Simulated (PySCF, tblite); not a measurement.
**C8H6ClN3: geometry, infrared bands and NMR shifts**

Wanted: the infrared bands and NMR shifts of C8H6ClN3 (`Clc1ccc(-n2cnnc2)cc1`), by calculation.

Computed with tblite 0.8.0 and PySCF 2.14.0, with density-fitted response routines of our own, on a single molecule in the gas phase. Atoms are numbered from 0 throughout.

## Step 1: Starting geometry

18 atoms, charge 0, multiplicity 1; geometry from: force field or distance geometry start.

Bonds of the start (Å): Cl0–C1 1.77, C1–C2 1.37, C2–C3 1.40, C3–C4 1.38, C4–N5 1.43, N5–C6 1.36, C6–N7 1.33, N7–N8 1.31, N8–C9 1.35, C4–C10 1.38, C10–C11 1.39, C11–C1 1.39, C9–N5 1.36, C2–H12 1.06, C3–H13 1.08, C6–H14 1.08, C9–H15 1.09, C10–H16 1.10, C11–H17 1.08.

## Step 2: Relaxing the molecule with GFN2-xTB

The job: settings as JSON, then the geometry in Å.

```
{"job": {"kind": "relax", "xc": "GFN2-xTB", "basis": "xTB"}, "charge": 0, "multiplicity": 1}
Cl     4.315000     0.871700     0.166800
C      2.581600     0.542700     0.106500
C      2.123200    -0.340800    -0.839000
C      0.758400    -0.622700    -0.925200
C     -0.059400    -0.010600     0.008600
N     -1.454100    -0.295800    -0.060200
C     -2.105100    -0.992000    -1.031600
N     -3.395900    -1.053000    -0.737600
N     -3.611000    -0.422500     0.389200
C     -2.429400     0.052600     0.823200
C      0.404800     0.866500     0.961700
C      1.764700     1.159600     1.039900
H      2.744100    -0.825300    -1.553600
H      0.407100    -1.317400    -1.674000
H     -1.628300    -1.423000    -1.899300
H     -2.293400     0.626700     1.744700
H     -0.271400     1.347700     1.681000
H      2.140400     1.841900     1.787200
```

The run is started by

```sh
> OMP_NUM_THREADS=1 python probes_run.py task.json out
```

One launch serves the whole session: the jobs run in the order shown.

**Question.** This job is followed by: GFN2-xTB harmonic vibrations, gas phase; GIAO PBE0/pcSseg-1 NMR shielding, non-relativistic, gas phase. Predict these results of the whole session: strongest single infrared mode (GFN2-xTB); zero-point energy (GFN2-xTB); ¹³C shifts against TMS (PBE0/pcSseg-1, means over atoms taken as alike); ¹H shifts against TMS (PBE0/pcSseg-1, means over atoms taken as alike); ³⁵Cl shifts against HCl (PBE0/pcSseg-1); ¹⁵N shifts against NH3 (PBE0/pcSseg-1, means over atoms taken as alike).

As calculated:

| quantity | value |
| --- | --- |
| strongest single infrared mode (GFN2-xTB) | 1482 cm⁻¹, 521 km/mol |
| zero-point energy (GFN2-xTB) | 79.2 kcal/mol |
| ¹³C shifts against TMS (PBE0/pcSseg-1, means over atoms taken as alike) | 145.3, 143.2, 138.8, 137.0, 127.0 ppm |
| ¹H shifts against TMS (PBE0/pcSseg-1, means over atoms taken as alike) | 8.20, 7.79, 7.61 ppm |
| ³⁵Cl shifts against HCl (PBE0/pcSseg-1) | 242 ppm |
| ¹⁵N shifts against NH3 (PBE0/pcSseg-1, means over atoms taken as alike) | 372.3, 215.9 ppm |

Over 64 steps the energy fell by 0.257 eV; of the close pairs, N8–C9 changed most, 1.345 to 1.295 Å. No mode is imaginary among the 48: a minimum at this level. The strongest single mode, at 1482 cm⁻¹, is spread over several atoms, N5, C4, C9, C6 among them. GFN2-xTB is a fitted tight-binding method: band positions and strengths are rough. Its intensities can rank the bands wrongly. At PBE0/pcSseg-1: Shielding is most anisotropic at N7, N8 (span 534 ppm, paramagnetic term -435 ppm). NICS(1)zz of -25 ppm above the planar ring from C1 marks a diatropic (aromatic) ring current. NICS(1)zz of -28 ppm above the planar ring from N5 marks a diatropic (aromatic) ring current.
